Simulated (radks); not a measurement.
# Taking charge from the 6s level of Ir in fractions

The task here is to estimate one member of a computed series from the others.

Program: radks (a radial shooting solver on a logarithmic mesh, Libxc functionals) version 1. Level of theory: scalar-relativistic Kohn-Sham, PBE, spin-unpolarised, spherical densities, point nucleus. These are calculated values, not measurements, unless marked.

## What is computed

* element: iridium (Z = 77)
* charge: 0
* electrons: 77
* configuration: [Xe] 4f14 5d7 6s2

The outer shells:

Ir
```
[Xe] core
4f [↑↓][↑↓][↑↓][↑↓][↑↓][↑↓][↑↓]
5d [↑↓][↑↓][↑ ][↑ ][↑ ]
6s [↑↓]
```

Set-up of the first run:

The run's settings:

```text
Z 77
configuration [Xe] 4f14 5d7 6s2
relativity scalar-relativistic
functional pbe,pbe
spin unpolarised
nucleus point
c 137.035999084
```

Among the steps run: Start: [Xe] 4f14 5d7 6s2.

One of the session's tables, all rows but one given; the rest of the session is left out.

It belongs to the step «Start: [Xe] 4f14 5d7 6s2». Sizes of the orbitals, from the radial functions (bohr):

```
level     <r>  outermost maximum (interpolated)  90 % within  nodes
   4s  0.4233                             0.397        0.607      3
   4p  0.4505                             0.417        0.654      2
   4d  0.4784                             0.426        0.715      1
   5s  0.9777                             0.890         1.40      4
   4f  0.5352                             0.395        0.869      0
   5p   1.134                              1.00         1.65      3
   5d       ?                                 ?            ?      ?
   6s   2.899                              2.40         4.34      5
```

Q: Estimate the row for 5d from the others.

As computed: <r>: 1.720; outermost maximum (interpolated): 1.30; 90 % within: 2.72; nodes: 2. In the column «<r>» it lies between 5p (1.134) and 6s (2.899).
